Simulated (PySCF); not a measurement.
# B3N3H6: a look at the electrons, part 1 of 2

For B3N3H6, the scripts below measure its response to a uniform field and probe its ring current by NICS.

Computed with PySCF 2.14.0. Level: levels as typed in each script, gas phase, geometry from GFN2-xTB.

## 1. Starting geometry

SMILES `B1NBNBN1`, 12 atoms, charge 0, spin multiplicity 1.

Bond lengths: B1–N2 1.417 Å, B1–N6 1.417 Å, B1–H7 1.175 Å, N2–B3 1.417 Å, N2–H8 1.008 Å, B3–N4 1.417 Å, B3–H9 1.175 Å, N4–B5 1.417 Å, N4–H10 1.008 Å, B5–N6 1.417 Å, B5–H11 1.175 Å, N6–H12 1.008 Å. Angles: N2–B1–N6 116.9°, N2–B1–H7 121.5°, N6–B1–H7 121.5°, B1–N2–B3 123.1°, B1–N2–H8 118.5°, B3–N2–H8 118.5°, N2–B3–N4 116.9°, N2–B3–H9 121.5°, N4–B3–H9 121.5°, B3–N4–B5 123.1°, B3–N4–H10 118.5°, B5–N4–H10 118.5°, N4–B5–N6 116.9°, N4–B5–H11 121.5°, N6–B5–H11 121.5°, B1–N6–B5 123.1°, B1–N6–H12 118.5°, B5–N6–H12 118.5°.

Coordinates:

```
B     1.38608   -0.38486    0.00000
N     0.34877   -1.35014    0.00000
B    -1.02635   -1.00794    0.00000
N    -1.34364    0.37303    0.00000
B    -0.35974    1.39281    0.00000
N     0.99488    0.97711    0.00000
H     2.51848   -0.69931    0.00000
H     0.60100   -2.32646    0.00000
H    -1.86485   -1.83142    0.00000
H    -2.31527    0.64275    0.00000
H    -0.65362    2.53072    0.00000
H     1.71427    1.68371    0.00000
```

## 2. Response to an electric field (wB97X/6-311g**)

input.py

```python
import numpy as np
from pyscf import gto, scf, dft
from pyscf.scf import atom_ks, atom_hf
from scipy.linalg import block_diag

def solve(mol, dm0=None, hcore=None):
    mf = (dft.UKS if mol.spin else dft.RKS)(mol, xc='wb97x')
    mf.grids.level = 3
    mf = mf.density_fit(auxbasis='def2-universal-jkfit')
    mf.conv_tol, mf.max_cycle = 1e-8, 80
    if hcore is not None:
        mf.get_hcore = lambda *args: hcore
    mf.kernel(dm0)
    if not mf.converged:
        mf = mf.newton().run(mf.mo_coeff, mf.mo_occ, max_cycle=30)
    assert mf.converged, 'SCF not converged'
    return mf

mol = gto.M(atom='''
B      1.38608    -0.38486     0.00000
N      0.34877    -1.35014     0.00000
B     -1.02635    -1.00794     0.00000
N     -1.34364     0.37303     0.00000
B     -0.35974     1.39281     0.00000
N      0.99488     0.97711     0.00000
H      2.51848    -0.69931     0.00000
H      0.60100    -2.32646     0.00000
H     -1.86485    -1.83142     0.00000
H     -2.31527     0.64275     0.00000
H     -0.65362     2.53072     0.00000
H      1.71427     1.68371     0.00000
''', basis='6-311g**', charge=0, spin=0, verbose=4)
field = np.array([-0.0, -0.0, -0.004])  # atomic units
mol.set_common_orig(mol.atom_charges() @ mol.atom_coords() / mol.atom_charges().sum())
mf = solve(mol)
out = dict(dm0=mf.make_rdm1(), d0=mf.dip_moment(unit='AU'), e0=mf.e_tot)
for name, sign in (('p', 1), ('m', -1)):
    h = mf.get_hcore() + sign * np.einsum('x,xij->ij', field, mol.intor('int1e_r'))
    mi = solve(mol, mf.make_rdm1(), h)
    out.update({'dm' + name: mi.make_rdm1(), 'd' + name: mi.dip_moment(unit='AU'), 'e' + name: mi.e_tot})
# spherically averaged free atoms, for the promolecule
atm = atom_ks.get_atm_nrks(mol, xc='wb97x')
pro = block_diag(*[(atm[a[0]][2] * atm[a[0]][3]) @ atm[a[0]][2].T for a in mol._atom])
np.savez('result.npz', pro=pro, **out)
```

Started as:

```
> OMP_NUM_THREADS=1 python input.py
```

Standard output:

```text
[ENV] PYSCF_TMPDIR <dir>
[ENV] PYSCF_MAX_MEMORY 1375
[INPUT] verbose = 4
[INPUT] num. atoms = 12
[INPUT] num. electrons = 42
[INPUT] charge = 0
[INPUT] spin (= nelec alpha-beta = 2S) = 0
[INPUT] symmetry False subgroup None
[INPUT] Mole.unit = angstrom
[INPUT] Symbol           X                Y                Z      unit          X                Y                Z       unit  Magmom
[INPUT]  1 B      1.386080000000  -0.384860000000   0.000000000000 AA    2.619311586737  -0.727279996300   0.000000000000 Bohr   0.0
[INPUT]  2 N      0.348770000000  -1.350140000000   0.000000000000 AA    0.659079780465  -2.551394829820   0.000000000000 Bohr   0.0
[INPUT]  3 B     -1.026350000000  -1.007940000000   0.000000000000 AA   -1.939520407947  -1.904730549994   0.000000000000 Bohr   0.0
[INPUT]  4 N     -1.343640000000   0.373030000000   0.000000000000 AA   -2.539111610011   0.704924536247   0.000000000000 Bohr   0.0
[INPUT]  5 B     -0.359740000000   1.392810000000   0.000000000000 AA   -0.679810076051   2.632029443555   0.000000000000 Bohr   0.0
[INPUT]  6 N      0.994880000000   0.977110000000   0.000000000000 AA    1.880050726807   1.846470293574   0.000000000000 Bohr   0.0
[INPUT]  7 H      2.518480000000  -0.699310000000   0.000000000000 AA    4.759237450195  -1.321504376170   0.000000000000 Bohr   0.0
[INPUT]  8 H      0.601000000000  -2.326460000000   0.000000000000 AA    1.135725400864  -4.396372239756   0.000000000000 Bohr   0.0
[INPUT]  9 H     -1.864850000000  -1.831420000000   0.000000000000 AA   -3.524055763395  -3.460882219051   0.000000000000 Bohr   0.0
[INPUT] 10 H     -2.315270000000   0.642750000000   0.000000000000 AA   -4.375226204422   1.214621466564   0.000000000000 Bohr   0.0
[INPUT] 11 H     -0.653620000000   2.530720000000   0.000000000000 AA   -1.235162789538   4.782367697959   0.000000000000 Bohr   0.0
[INPUT] 12 H      1.714270000000   1.683710000000   0.000000000000 AA    3.239500803558   3.181750773191   0.000000000000 Bohr   0.0

nuclear repulsion = 199.630857249537
number of shells = 72
number of NR pGTOs = 234
number of NR cGTOs = 144
basis = 6-311g**
ecp = {}

******** <class 'pyscf.df.df_jk.DFRKS'> ********
method = DFRKS
initial guess = minao
damping factor = 0
level_shift factor = 0
DIIS = <class 'pyscf.scf.diis.CDIIS'>
diis_start_cycle = 1
diis_space = 8
diis_damp = 0
SCF conv_tol = 1e-08
SCF conv_tol_grad = None
SCF max_cycles = 80
direct_scf = False
XC library pyscf.dft.libxc version 7.0.0
    S. Lehtola, C. Steigemann, M. J.T. Oliveira, and M. A.L. Marques.,  SoftwareX 7, 1–5 (2018)
XC functionals = wb97x
    J.-D. Chai and M. Head-Gordon.,  J. Chem. Phys. 128, 084106 (2008)
radial grids:
    Treutler-Ahlrichs [JCP 102, 346 (1995); DOI:10.1063/1.469408] (M4) radial grids

becke partition: Becke, JCP 88, 2547 (1988); DOI:10.1063/1.454033
pruning grids: <function nwchem_prune at 0xf4d725687600>
grids dens level: 3
symmetrized grids: False
atomic radii adjust function: <function treutler_atomic_radii_adjust at 0xf4d7256bc540>
small_rho_cutoff = 0
Set gradient conv threshold to 0.0001
Initial guess from minao.
tot grids = 142696
******** <class 'pyscf.df.df.DF'> ********
auxbasis = def2-universal-jkfit
******** <class 'pyscf.df.df.DF'> ********
auxbasis = auxmol.basis = def2-universal-jkfit
init E= -243.804942230244
  HOMO = -0.351014624859452  LUMO = 0.00612066886551449  gap/eV = 9.71815
cycle= 1 E= -242.590453305356  delta_E= 1.21  |g|= 0.522  |ddm|= 2.57
  HOMO = -0.320446984424091  LUMO = 0.128901845219097  gap/eV = 12.22740
cycle= 2 E= -242.62293176194  delta_E= -0.0325  |g|= 0.444  |ddm|= 0.519
  HOMO = -0.387849283327512  LUMO = 0.101899360442279  gap/eV = 13.32674
cycle= 3 E= -242.660407844805  delta_E= -0.0375  |g|= 0.0404  |ddm|= 0.229
  HOMO = -0.382940924915186  LUMO = 0.104217108154006  gap/eV = 13.25625
cycle= 4 E= -242.661061119827  delta_E= -0.000653  |g|= 0.0067  |ddm|= 0.0527
  HOMO = -0.382622294368322  LUMO = 0.104689817262165  gap/eV = 13.26044
cycle= 5 E= -242.661075687248  delta_E= -1.46e-05  |g|= 0.00195  |ddm|= 0.00879
  HOMO = -0.382879572192939  LUMO = 0.104389760577566  gap/eV = 13.25927
cycle= 6 E= -242.661076948057  delta_E= -1.26e-06  |g|= 0.000351  |ddm|= 0.00217
  HOMO = -0.382836353897661  LUMO = 0.104425703447116  gap/eV = 13.25908
cycle= 7 E= -242.661077011376  delta_E= -6.33e-08  |g|= 8.24e-05  |ddm|= 0.000583
  HOMO = -0.38284819372478  LUMO = 0.104413283932994  gap/eV = 13.25906
cycle= 8 E= -242.661077015694  delta_E= -4.32e-09  |g|= 1.97e-05  |ddm|= 0.000137
  HOMO = -0.382849714750907  LUMO = 0.104413051312179  gap/eV = 13.25910
Extra cycle  E= -242.661077015974  delta_E= -2.81e-10  |g|= 9.43e-06  |ddm|= 2.99e-05
converged SCF energy = -242.661077015974
Dipole moment(X, Y, Z, A.U.):  0.00002,  0.00009,  0.00000

******** <class 'pyscf.df.df_jk.DFRKS'> ********
method = DFRKS
initial guess = minao
damping factor = 0
level_shift factor = 0
DIIS = <class 'pyscf.scf.diis.CDIIS'>
diis_start_cycle = 1
diis_space = 8
diis_damp = 0
SCF conv_tol = 1e-08
SCF conv_tol_grad = None
SCF max_cycles = 80
direct_scf = False
XC library pyscf.dft.libxc version 7.0.0
    S. Lehtola, C. Steigemann, M. J.T. Oliveira, and M. A.L. Marques.,  SoftwareX 7, 1–5 (2018)
XC functionals = wb97x
    J.-D. Chai and M. Head-Gordon.,  J. Chem. Phys. 128, 084106 (2008)
radial grids:
    Treutler-Ahlrichs [JCP 102, 346 (1995); DOI:10.1063/1.469408] (M4) radial grids

becke partition: Becke, JCP 88, 2547 (1988); DOI:10.1063/1.454033
pruning grids: <function nwchem_prune at 0xf4d725687600>
grids dens level: 3
symmetrized grids: False
atomic radii adjust function: <function treutler_atomic_radii_adjust at 0xf4d7256bc540>
small_rho_cutoff = 0
Overwritten attributes  get_hcore  of <class 'pyscf.df.df_jk.DFRKS'>
Set gradient conv threshold to 0.0001
tot grids = 142696
******** <class 'pyscf.df.df.DF'> ********
auxbasis = def2-universal-jkfit
******** <class 'pyscf.df.df.DF'> ********
auxbasis = auxmol.basis = def2-universal-jkfit
init E= -242.661077015974
  HOMO = -0.382850308055402  LUMO = 0.104247896689308  gap/eV = 13.25462
cycle= 1 E= -242.661317919369  delta_E= -0.000241  |g|= 0.0112  |ddm|= 0.0689
  HOMO = -0.382894636098086  LUMO = 0.104305715921652  gap/eV = 13.25740
cycle= 2 E= -242.661342865775  delta_E= -2.49e-05  |g|= 0.00441  |ddm|= 0.0146
  HOMO = -0.382866733513359  LUMO = 0.104302055609298  gap/eV = 13.25654
cycle= 3 E= -242.661347163914  delta_E= -4.3e-06  |g|= 0.000467  |ddm|= 0.00436
  HOMO = -0.382892783256557  LUMO = 0.104292069430496  gap/eV = 13.25698
cycle= 4 E= -242.661347359051  delta_E= -1.95e-07  |g|= 0.000126  |ddm|= 0.00214
  HOMO = -0.382869401223901  LUMO = 0.104300651918689  gap/eV = 13.25657
cycle= 5 E= -242.661347365571  delta_E= -6.52e-09  |g|= 6.5e-05  |ddm|= 0.000174
  HOMO = -0.382885503227875  LUMO = 0.104294650901494  gap/eV = 13.25685
Extra cycle  E= -242.66134736656  delta_E= -9.89e-10  |g|= 5.58e-05  |ddm|= 7.93e-05
converged SCF energy = -242.66134736656
Dipole moment(X, Y, Z, A.U.):  0.00001,  0.00009, -0.13516

******** <class 'pyscf.df.df_jk.DFRKS'> ********
method = DFRKS
initial guess = minao
damping factor = 0
level_shift factor = 0
DIIS = <class 'pyscf.scf.diis.CDIIS'>
diis_start_cycle = 1
diis_space = 8
diis_damp = 0
SCF conv_tol = 1e-08
SCF conv_tol_grad = None
SCF max_cycles = 80
direct_scf = False
XC library pyscf.dft.libxc version 7.0.0
    S. Lehtola, C. Steigemann, M. J.T. Oliveira, and M. A.L. Marques.,  SoftwareX 7, 1–5 (2018)
XC functionals = wb97x
    J.-D. Chai and M. Head-Gordon.,  J. Chem. Phys. 128, 084106 (2008)
radial grids:
    Treutler-Ahlrichs [JCP 102, 346 (1995); DOI:10.1063/1.469408] (M4) radial grids

becke partition: Becke, JCP 88, 2547 (1988); DOI:10.1063/1.454033
pruning grids: <function nwchem_prune at 0xf4d725687600>
grids dens level: 3
symmetrized grids: False
atomic radii adjust function: <function treutler_atomic_radii_adjust at 0xf4d7256bc540>
small_rho_cutoff = 0
Set gradient conv threshold to 0.0001
tot grids = 142696
******** <class 'pyscf.df.df.DF'> ********
auxbasis = def2-universal-jkfit
******** <class 'pyscf.df.df.DF'> ********
auxbasis = auxmol.basis = def2-universal-jkfit
init E= -242.661077015974
  HOMO = -0.382850308055403  LUMO = 0.104247896689309  gap/eV = 13.25462
cycle= 1 E= -242.661317919369  delta_E= -0.000241  |g|= 0.0112  |ddm|= 0.0689
  HOMO = -0.382894636098082  LUMO = 0.104305715921656  gap/eV = 13.25740
cycle= 2 E= -242.661342865775  delta_E= -2.49e-05  |g|= 0.00441  |ddm|= 0.0146
  HOMO = -0.382866733513356  LUMO = 0.104302055609296  gap/eV = 13.25654
cycle= 3 E= -242.661347163914  delta_E= -4.3e-06  |g|= 0.000467  |ddm|= 0.00436
  HOMO = -0.382892783256564  LUMO = 0.104292069430492  gap/eV = 13.25698
cycle= 4 E= -242.66134735905  delta_E= -1.95e-07  |g|= 0.000126  |ddm|= 0.00214
  HOMO = -0.382869401223892  LUMO = 0.104300651918692  gap/eV = 13.25657
cycle= 5 E= -242.661347365571  delta_E= -6.52e-09  |g|= 6.5e-05  |ddm|= 0.000174
  HOMO = -0.382885503227882  LUMO = 0.10429465090149  gap/eV = 13.25685
Extra cycle  E= -242.66134736656  delta_E= -9.89e-10  |g|= 5.58e-05  |ddm|= 7.93e-05
converged SCF energy = -242.66134736656
Dipole moment(X, Y, Z, A.U.):  0.00001,  0.00009,  0.13516
Spherically averaged atomic KS for {'N', 'H', 'B'}

******** <class 'pyscf.scf.atom_ks.AtomSphAverageRKS'> ********
method = AtomSphAverageRKS
initial guess = vsap
damping factor = 0
level_shift factor = 0
diis_start_cycle = 1
diis_space = 12
SCF conv_tol = 1e-09
SCF conv_tol_grad = None
SCF max_cycles = 50
direct_scf = True
direct_scf_tol = 1e-13
XC library pyscf.dft.libxc version 7.0.0
    S. Lehtola, C. Steigemann, M. J.T. Oliveira, and M. A.L. Marques.,  SoftwareX 7, 1–5 (2018)
XC functionals = wb97x
    J.-D. Chai and M. Head-Gordon.,  J. Chem. Phys. 128, 084106 (2008)
radial grids:
    Treutler-Ahlrichs [JCP 102, 346 (1995); DOI:10.1063/1.469408] (M4) radial grids

becke partition: Becke, JCP 88, 2547 (1988); DOI:10.1063/1.454033
pruning grids: <function nwchem_prune at 0xf4d725687600>
grids dens level: 3
symmetrized grids: False
atomic radii adjust function: <function treutler_atomic_radii_adjust at 0xf4d7256bc540>
User specified grid scheme (100, 434)
small_rho_cutoff = 0
Set gradient conv threshold to 3.16228e-05
tot grids = 24752
init E= 175.11088953681
cycle= 1 E= 175.103630891768  delta_E= -0.00726  |g|=    0  |ddm|= 0.0994
cycle= 2 E= 175.103471817182  delta_E= -0.000159  |g|=    0  |ddm|= 0.0466
cycle= 3 E= 175.103463798251  delta_E= -8.02e-06  |g|=    0  |ddm|= 0.00399
cycle= 4 E= 175.1034633737  delta_E= -4.25e-07  |g|=    0  |ddm|= 0.00239
cycle= 5 E= 175.103463351106  delta_E= -2.26e-08  |g|=    0  |ddm|= 0.000212
cycle= 6 E= 175.103463349904  delta_E= -1.2e-09  |g|=    0  |ddm|= 0.000127
cycle= 7 E= 175.10346334985  delta_E= -5.45e-11  |g|=    0  |ddm|= 5.77e-06
Extra cycle  E= 175.103463349837  delta_E= -1.24e-11  |g|=    0  |ddm|= 5.03e-06
Atomic HF for atom  B  converged. SCF energy = 175.103463349837

******** <class 'pyscf.scf.atom_ks.AtomSphAverageRKS'> ********
method = AtomSphAverageRKS
initial guess = vsap
damping factor = 0
level_shift factor = 0
diis_start_cycle = 1
diis_space = 12
SCF conv_tol = 1e-09
SCF conv_tol_grad = None
SCF max_cycles = 50
direct_scf = True
direct_scf_tol = 1e-13
XC library pyscf.dft.libxc version 7.0.0
    S. Lehtola, C. Steigemann, M. J.T. Oliveira, and M. A.L. Marques.,  SoftwareX 7, 1–5 (2018)
XC functionals = wb97x
    J.-D. Chai and M. Head-Gordon.,  J. Chem. Phys. 128, 084106 (2008)
radial grids:
    Treutler-Ahlrichs [JCP 102, 346 (1995); DOI:10.1063/1.469408] (M4) radial grids

becke partition: Becke, JCP 88, 2547 (1988); DOI:10.1063/1.454033
pruning grids: <function nwchem_prune at 0xf4d725687600>
grids dens level: 3
symmetrized grids: False
atomic radii adjust function: <function treutler_atomic_radii_adjust at 0xf4d7256bc540>
User specified grid scheme (100, 434)
small_rho_cutoff = 0
Set gradient conv threshold to 3.16228e-05
tot grids = 24536
init E= 145.41741049704
cycle= 1 E= 145.409782110154  delta_E= -0.00763  |g|=    0  |ddm|= 0.234
cycle= 2 E= 145.408549257639  delta_E= -0.00123  |g|=    0  |ddm|= 0.0806
cycle= 3 E= 145.40815442297  delta_E= -0.000395  |g|=    0  |ddm|= 0.0472
cycle= 4 E= 145.408083967139  delta_E= -7.05e-05  |g|=    0  |ddm|= 0.0214
cycle= 5 E= 145.408060220355  delta_E= -2.37e-05  |g|=    0  |ddm|= 0.011
cycle= 6 E= 145.408056484115  delta_E= -3.74e-06  |g|=    0  |ddm|= 0.005
cycle= 7 E= 145.408055222276  delta_E= -1.26e-06  |g|=    0  |ddm|= 0.00251
cycle= 8 E= 145.40805502484  delta_E= -1.97e-07  |g|=    0  |ddm|= 0.00115
cycle= 9 E= 145.408054958148  delta_E= -6.67e-08  |g|=    0  |ddm|= 0.000577
cycle= 10 E= 145.408054947719  delta_E= -1.04e-08  |g|=    0  |ddm|= 0.000265
cycle= 11 E= 145.408054944196  delta_E= -3.52e-09  |g|=    0  |ddm|= 0.000133
cycle= 12 E= 145.408054943448  delta_E= -7.48e-10  |g|=    0  |ddm|= 3.17e-05
Extra cycle  E= 145.408054943427  delta_E= -2.15e-11  |g|=    0  |ddm|= 1.21e-05
Atomic HF for atom  N  converged. SCF energy = 145.408054943427

******** <class 'pyscf.scf.atom_ks.AtomSphAverageRKS'> ********
method = AtomSphAverageRKS
initial guess = vsap
damping factor = 0
level_shift factor = 0
diis_start_cycle = 1
diis_space = 12
SCF conv_tol = 1e-09
SCF conv_tol_grad = None
SCF max_cycles = 50
direct_scf = True
direct_scf_tol = 1e-13
XC library pyscf.dft.libxc version 7.0.0
    S. Lehtola, C. Steigemann, M. J.T. Oliveira, and M. A.L. Marques.,  SoftwareX 7, 1–5 (2018)
XC functionals = wb97x
    J.-D. Chai and M. Head-Gordon.,  J. Chem. Phys. 128, 084106 (2008)
radial grids:
    Treutler-Ahlrichs [JCP 102, 346 (1995); DOI:10.1063/1.469408] (M4) radial grids

becke partition: Becke, JCP 88, 2547 (1988); DOI:10.1063/1.454033
pruning grids: <function nwchem_prune at 0xf4d725687600>
grids dens level: 3
symmetrized grids: False
atomic radii adjust function: <function treutler_atomic_radii_adjust at 0xf4d7256bc540>
User specified grid scheme (100, 434)
small_rho_cutoff = 0
Set gradient conv threshold to 3.16228e-05
tot grids = 26240
init E= 199.247007205963
cycle= 1 E= 199.239014285032  delta_E= -0.00799  |g|=    0  |ddm|= 0.202
cycle= 2 E= 199.238973917779  delta_E= -4.04e-05  |g|=    0  |ddm|= 0.017
cycle= 3 E= 199.23897292783  delta_E= -9.9e-07  |g|=    0  |ddm|= 0.00263
cycle= 4 E= 199.238972902769  delta_E= -2.51e-08  |g|=    0  |ddm|= 0.000418
cycle= 5 E= 199.238972902132  delta_E= -6.37e-10  |g|=    0  |ddm|= 6.67e-05
Extra cycle  E= 199.238972902116  delta_E= -1.62e-11  |g|=    0  |ddm|= 1.06e-05
Atomic HF for atom  H  converged. SCF energy = 199.238972902116
```

It took 39 s on 1 thread of Arm Neoverse V2, shared host; peak memory 0.73 GiB.

The free atoms at the end serve only for the promolecule density; their printed energies are not used.

## 3. Analysis of result.npz

Change of the density in a field of 0.21 V/Å.

The induced dipole is 0.34 D (along the field); α along this axis, from the fields in both directions, is 34 bohr³ (5.0 Å³).

(Continued in part 2 of 2.)
